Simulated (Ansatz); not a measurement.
Below is the output of a Python script on Ansatz 0.2.0, Python API that makes a single point from an input typed as a dict of AgB2, space group P6/mmm. Write a script that gives it. Level of theory: PBE, PAW, the default cutoff (420 eV here), 9×9×6 k-points, cold smearing of 0.15 eV.

```xyz
3
Lattice="3.0268 0.0000 0.0000 -1.5134 2.6213 0.0000 0.0000 0.0000 4.0639" Properties=species:S:1:pos:R:3 pbc="T T T"
Ag    0.0000    0.0000    0.0000
B     0.0000    1.7475    2.0320
B     1.5134    0.8738    2.0320
```

```console
$ python deck_agb2.py
DeckWarning: the atoms were moved onto the symmetric positions of the space group found under crystal.symmetry.tolerance 1.0e-5 (fractional; no operation is sought that the atoms, as they stand in a round, miss by more than twice it, and no atom is moved by as much as it), and the run uses the moved positions. Before a round's move an operation carried an atom to 3.03e-6 Å from where it should land, the largest such distance. Atom 1 (counting from 0) moved farthest, by 1.75e-6 Å; the longest [...]
DeckWarning: basis.ecutwfc = 420 eV, auto-derived from the records' recommended cutoffs: set by Ag (normal level)
[INFO] F = E - TS                -7900.81081 eV
[INFO] E                         -7900.81147 eV
[INFO] Harris-Foulkes            -7900.81081 eV
[INFO] Fermi level                  13.07369 eV
[INFO] levels less the Fermi level (eV) at the first k-points
[INFO] k = (0.000, 0.000, 0.000)
    -91.838 -55.307 -55.307 -55.294 -11.974 -5.520 -4.625 -4.625 -3.705 -3.705 -3.670 1.301 1.301 1.376 7.546 7.546 9.416
[INFO] k = (0.000, 0.000, 0.167)
    -91.838 -55.307 -55.307 -55.294 -11.795 -5.848 -4.597 -4.597 -4.206 -3.740 -3.740 1.225 1.225 2.677 7.803 7.803 9.298
[INFO] k = (0.000, 0.000, 0.333)
    -91.838 -55.307 -55.307 -55.294 -11.356 -6.829 -4.585 -4.540 -4.540 -3.808 -3.808 1.072 1.072 5.351 8.379 8.379 9.116
[INFO] k = (0.000, 0.000, -0.500)
    -91.838 -55.307 -55.307 -55.295 -11.067 -7.406 -4.647 -4.511 -4.511 -3.841 -3.841 0.996 0.996 7.530 8.710 8.710 9.040
[INFO] k = (0.000, 0.111, 0.000)
    -91.837 -55.316 -55.310 -55.292 -11.751 -5.364 -4.743 -4.518 -4.486 -3.738 -2.619 0.408 0.794 1.463 7.633 8.479 9.385
[INFO] k = (0.000, 0.111, 0.167)
    -91.837 -55.316 -55.310 -55.293 -11.579 -5.690 -4.712 -4.585 -4.460 -3.787 -3.208 0.396 0.791 2.817 7.795 8.678 9.014
[INFO] pressure -0.708 GPa
[INFO] stress tensor, GPa, positive in compression
[[-1.144  0.     0.   ]
 [ 0.    -1.144  0.   ]
 [ 0.     0.     0.162]]
gap on the k mesh: withheld (metal, or smearing too wide to tell)
lowest empty less highest filled band, by band count: -5.164 eV
```
(Warnings from the package without file and line, shortened, repeats left out.)

The script that was run (others could print the same):

`deck_agb2.py`
```python
# -*- coding: utf-8 -*-
"""AgB2 from an input typed as a mapping."""

import json
import logging
import sys

import ansatz as az
import numpy as np

logging.basicConfig(stream=sys.stdout, format="[%(levelname)s] %(message)s")
log = logging.getLogger("calc")
log.setLevel(logging.INFO)

settings = {
    "crystal": {
        "lattice": [[3.026804, 0.0, 0.0], [-1.513402, 2.621289, 0.0], [0.0, 0.0, 4.063922]],
        "atoms": [
            {"symbol": "Ag", "position": [0.0, 0.0, 0.0]},
            {"symbol": "B", "position": [0.333333, 0.666667, 0.5]},
            {"symbol": "B", "position": [0.666667, 0.333333, 0.5]},
        ],
    },
    "kpoints": {"mp_grid": {"grid": [9, 9, 6]}},
    "hamiltonian": {"xc": "pbe"},
    "scf": {
        "occupations": {"method": "cold", "width": 0.15},
        "algorithm": "direct_min",
        "mixing": {"preconditioner": "none"},
    },
    "output": {"forces": True, "stress": True, "eigenvalues": True},
    "basis": {"ecutrho_ratio": 6},
}

out = az.Session.from_dict(settings).plan(threads=1).execute()
report = out.report

log.info("%-22s %14.5f eV" % ("F = E - TS", report["free_energy_ev"]))
log.info("%-22s %14.5f eV" % ("E", report["internal_energy_ev"]))
log.info("%-22s %14.5f eV" % ("Harris-Foulkes", report["harris_foulkes_ev"]))
log.info("%-22s %14.5f eV" % ("Fermi level", report["fermi_energy_ev"]))

fermi = report["fermi_energy_ev"]
log.info("levels less the Fermi level (eV) at the first k-points")
for k, levels in list(zip(report["kpoints_frac"], report["eigenvalues_ev"]))[:6]:
    log.info("k = ({:.3f}, {:.3f}, {:.3f})".format(*k))
    print("   ", " ".join(f"{e - fermi:.3f}" for e in levels))

# the stress is positive in compression
stress = np.array(report["stress_gpa"])
log.info(f"pressure {np.trace(stress) / 3:.3f} GPa")
log.info("stress tensor, GPa, positive in compression")
print(np.round(stress, 3) + 0.0)

gap = None if "band_edges_ev" not in report else report["band_edges_ev"][1] - report["band_edges_ev"][0]
print("gap on the k mesh:", "withheld (metal, or smearing too wide to tell)" if gap is None else f"{gap:.3f} eV")
print("lowest empty less highest filled band, by band count:", round(report["gap_by_band_count_ev"], 3), "eV")

keep = ["free_energy_ev", "energy_sigma0_ev", "fermi_energy_ev", "n_iterations", "converged", "magnetization_mub", "n_kpoints"]
with open("agb2.json", "w") as handle:
    json.dump({key: report[key] for key in keep}, handle, indent=1)
```

Notes:
- These settings explore the input space; cutoff and mesh may be short of convergence.
- Under cold or Methfessel-Paxton smearing the entropy term is a generalised one and can be negative.
- The mesh is modest for a metal, so energies can be off by several to tens of meV an atom and pressures by half a GPa or more; differences at equal mesh fare better.
- Only differences from the Fermi energy are physical; the zero of the scale is a convention.
- A gap by band count of zero or less means overlapping bands, a metal, and at an odd count of electrons it is no gap at all.
- The structure comes from a database of computed cells and needn't be a stable or known phase.
- Gaps and levels are Kohn-Sham values on a finite set of k-points, without spin-orbit coupling.
- Timing: 5.8 s on 1 thread of Arm Neoverse V2, on a shared host, peak memory 0.39 GiB.

(A comment or docstring line of the script was reworded after the run, the code is as it ran; lines on the test bed's own set-up are left out of the output.)
